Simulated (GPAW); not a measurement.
## AgRh in GPAW: convergence with density grid spacing (A)

Input of the first run (density grid spacing (A) 0.24); the others differ in this setting and in those tied to it:

File run.py:

```python
from ase.dft.bandgap import bandgap
from ase.io import read, write
from ase.units import GPa
from gpaw import GPAW, PW

atoms = read('POSCAR')

calc = GPAW(mode=PW(600),
            h=0.24,
            xc='PBE',
            kpts={'size': (7, 7, 4), 'gamma': True},
            occupations={'name': 'fermi-dirac', 'width': 0.05},
            nbands=29,
            convergence={'density': 1e-05, 'energy': 1e-05},
            maxiter=100,
            txt='gpaw.txt')
atoms.calc = calc
energy = atoms.get_potential_energy()
forces = atoms.get_forces()
stress = atoms.get_stress()
calc.write('gs.gpw')
write('result.traj', atoms)
print(f'Energy: {energy:.6f} eV')
print('Forces (eV/A):')
print(forces.round(4))
print('Stress (GPa):', (stress / GPa).round(3))
print('Fermi level:', round(calc.get_fermi_level(), 4), 'eV')
print(f'Gap: {bandgap(calc)[0]:.4f} eV, direct: {bandgap(calc, direct=True)[0]:.4f} eV')
```

File POSCAR:

```
AgRh
1.0
    2.7775881998      0.0000000000      0.0000000000
   -1.3887940999      2.4054619423      0.0000000000
    0.0000000000      0.0000000000      4.8086020000
Ag Rh
1 1
Direct
    0.0000000000      0.0000000000      0.5000000000
    0.6666666667      0.3333333333      0.0000000000
```

Potentials or basis: GPAW PAW data sets (gpaw-data 1.2.1), pw.

Run with:

```console
$ OMP_NUM_THREADS=1 python run.py
```

The cell comes from a database or a generator and needn't be the stable form of this composition.

Hardware: 1 thread of Arm Neoverse V1, with other jobs on the host.

```tsv
density grid spacing (A)	energy less the tightest run, at zero smearing (meV/atom)	pressure (GPa)	SCF cycles	CPU time (s)	peak memory (GiB)
0.24	-0.85	-1.34	11	12	0.14
0.2	0.07	-1.38	11	13	0.15
0.17	0.02	-1.38	11	22	0.16
0.15	0.01	-1.38	11	22	0.17
0.13	0.00	-1.38	11	36	0.2
0.11	0.00	-1.38	11	52	0.23
0.09	0.00	-1.39	11	59	0.3
```

Against the tightest run, the energy stays within 1 meV/atom from 0.24 on; the pressure stays within 0.1 GPa from 0.24 on. The tightest run that finished is the yardstick and may itself not be fully converged.

Caveat, for the tightest run too: the k mesh is coarse (spacing up to 0.37 Å⁻¹), so the values aren't converged.
